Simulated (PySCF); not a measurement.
**[NdCl2]+: other functionals and bases at one geometry**

The task here is to estimate one member of a computed series from the others.

Computed with PySCF 2.14.0. Level: several levels, as the steps say, no spin–orbit coupling.

1 further run of the same task is left out (for a known fault of the program).

### The system as given

3 atoms, charge 1, spin multiplicity 1.

Bond lengths: Nd1–Cl2 2.431 Å, Nd1–Cl3 2.431 Å. Angles: Cl2–Nd1–Cl3 107.9°.

Geometry (Å):

```
atom     x (Å)    y (Å)     z (Å)
 Nd1   0.00000  0.00000  -0.58493
 Cl2   1.96559  0.00000   0.84521
 Cl3  -1.96559  0.00000   0.84521
```

Formal oxidation states: Nd +3. Each metal's 3 4f electrons lie in its core potential, so multiplicities, spins and levels count the valence alone. An earlier session relaxed this geometry at PBE0, Nd lcecp-1-SVP with ECP49, Cl def2-SVP (singlet, point group C2v).

At PBE0 on the finer grid: E = -953.635617 Eh, HOMO -13.66 eV, LUMO -7.84 eV, Mulliken charge on Nd1 +1.29 e, largest force component 0.002 eV/Å. 

Levels to run: B3LYP; revPBE; PBE0, TZVP. Hardware: 2 threads of Intel Xeon Platinum 8488C (Sapphire Rapids), shared host.

The first run:

Contents of run.py (the lines that set the calculation):

```python
mol = gto.M(atom='''
Nd     0.00000     0.00000    -0.58493
Cl     1.96559     0.00000     0.84521
Cl    -1.96559     0.00000     0.84521''',
    basis={'Nd': 'lcecp-1-SVP', 'Cl': 'def2-SVP'},
    ecp={'Nd': 'lcecp-1-SVP'},
    charge=1, spin=0)
mf = dft.RKS(mol, xc='B3LYP')
mf.grids.atom_grid = (75, 302)  # f atoms: unpruned, at least (60, 302)
mf = mf.density_fit()  # fitting sets: Nd AutoAux, Cl def2-universal-JKFIT
mf.conv_tol = 1e-08; mf.max_cycle = 55
mf.kernel(dm0)  # dm0: the density of the relaxed state
```

Launch:

```console
$ OMP_NUM_THREADS=2 python run.py
```

Among the steps run: B3LYP; revPBE; PBE0, TZVP.

One table of the session follows, with a row left open; its other results are not shown here.

| level | HOMO (eV) | gap (eV) | charge on Nd1 (e) | dipole (D) | largest force component (eV/Å) |
| --- | --- | --- | --- | --- | --- |
| PBE0 (relaxed here) | -13.66 | 5.82 | 1.29 | 6.78 | 0.00 |
| B3LYP | ? | ? | ? | ? | ? |
| revPBE | -12.32 | 3.84 | 1.20 | 6.23 | 0.39 |
| PBE0, TZVP | -13.59 | 5.89 | 1.61 | 6.71 | 0.25 |

Estimate the missing values for B3LYP.

The run gave: HOMO (eV): -13.33; gap (eV): 5.18; charge on Nd1 (e): 1.24; dipole (D): 6.61; largest force component (eV/Å): 0.35. In the column «HOMO (eV)» it lies between PBE0, TZVP (-13.59) and revPBE (-12.32).

The dipole of a charged species depends on the origin, so these sizes hold for this origin alone.

In one basis the HOMO–LUMO gap runs from 3.84 eV (revPBE) to 5.82 eV (PBE0). The largest leftover force, 0.39 eV/Å with revPBE, stands at a geometry relaxed at another level. With 4f in the core, its levels are missing from HOMO and gap, and its count is fixed, so no charge can pass from the ligands into it. Total energies of different levels can't be compared.
